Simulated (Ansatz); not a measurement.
This script drives Ansatz 0.2.0, Python API.

The script, `md_c2h4ssi.py`:
```python
"""Molecular dynamics of one C2H4SSi molecule."""

from dataclasses import dataclass

import ansatz as az
import numpy as np


@dataclass(frozen=True)
class Options:
    basis_set: str = "6-31G*"
    functional: str = "hf"
    n_steps: int = 20
    temperature_k: int = 300


settings = Options()

GEOMETRY = """
C    -0.47330    0.65400   -0.07290
C     0.59340    0.99620    0.62050
S     1.47670   -0.51370    0.67590
Si   -0.11160   -1.08810   -0.42080
H    -1.36270    1.31490   -0.38940
H     0.87160    1.98430    1.05170
H    -1.05460   -2.02120    0.32440
H     0.15260   -1.38360   -1.84520
"""

c2h4ssi = az.Crystal.molecule()
for line in GEOMETRY.strip().splitlines():
    symbol, *xyz = line.split()
    c2h4ssi = c2h4ssi.atom(symbol, [float(v) for v in xyz])

base = c2h4ssi.calculation()
base = base.basis(gaussian=settings.basis_set)
base = base.functional(settings.functional)
symbols = [site.symbol for site in c2h4ssi.cartesian_sites]
start = np.array([site.position_ang for site in c2h4ssi.cartesian_sites], dtype=float)
summary = base.relax(force_tolerance=0.02).run(threads=1).report
end = np.array(summary["positions_ang"])
minimum = az.Crystal.molecule()
for symbol, place in zip(symbols, end):
    minimum = minimum.atom(symbol, place.tolist())

# dynamics from the relaxed geometry
base = (
    minimum.calculation()
    .basis(gaussian=settings.basis_set)
    .functional(settings.functional)
    .md("nve", timestep=0.5, steps=settings.n_steps, temperature=settings.temperature_k, initial_velocities="maxwell_boltzmann", seed=93)
)
frames = []
outcome = base.session().plan().execute(on_event=lambda e: frames.append(e["data"]) if e["event"] == "md_step" else None)
print("t (fs)   E_pot (eV)      E_kin (eV)   T (K)   d(0-1) (A)")
for f in frames[::3]:
    xyz = np.array(f["positions_ang"])
    print(f"{f['time_fs']:6.2f} {f['lagrangian_ev']:14.5f} {f['e_kin_ev']:10.5f} {f['temperature_k']:8.1f} {np.linalg.norm(xyz[0] - xyz[1]):9.4f}")
kept = np.array([f["conserved_ev"] for f in frames])
print(f"conserved energy moves by at most {1000 * np.ptp(kept):.3f} meV")
symbols = [site.symbol for site in c2h4ssi.cartesian_sites]
with open("last_frame.xyz", "w") as handle:
    handle.write(f"{len(symbols)}\nt = {frames[-1]['time_fs']} fs\n")
    handle.writelines("{:2s} {:10.5f} {:10.5f} {:10.5f}\n".format(s, *xyz) for s, xyz in zip(symbols, frames[-1]["positions_ang"]))
```

It is started by `python md_c2h4ssi.py`. How long does it take on 1 thread of Arm Neoverse V2, with other jobs on the host, and how much memory does it need?

It took about 34 s, with a peak of 0.21 GiB, for 2 runs of the engine.

```console
$ python md_c2h4ssi.py
t (fs)   E_pot (eV)      E_kin (eV)   T (K)   d(0-1) (A)
  0.00   -20802.26510    0.23267    300.0    1.3304
  1.50   -20802.23379    0.20171    260.1    1.3389
  3.00   -20802.18122    0.14949    192.8    1.3467
  4.50   -20802.15167    0.11976    154.4    1.3525
  6.00   -20802.12664    0.09461    122.0    1.3548
  7.50   -20802.09439    0.06262     80.7    1.3521
  9.00   -20802.08069    0.04879     62.9    1.3442
conserved energy moves by at most 0.708 meV
```

It writes `last_frame.xyz`:
```text
8
t = 10.0 fs
C    -0.55959    0.75203   -0.13697
C     0.54316    1.00430    0.57592
S     1.60816   -0.48887    0.74150
Si   -0.18233   -1.06668   -0.40946
H    -1.37322    1.44578   -0.24688
H     0.76638    1.87225    1.17106
H    -0.89434   -2.15988    0.17896
H     0.28274   -1.49921   -1.72447
```

Reading the output:
- Total energies depend on the basis set; only differences at equal settings carry meaning.
- The trajectory is only some femtoseconds long, so its temperature is not equilibrated; where the script doesn't relax first, it starts from a rough generated geometry.
- The temperature counts the internal degrees of freedom alone.

(Lines on the test bed's own set-up are left out of the output.)
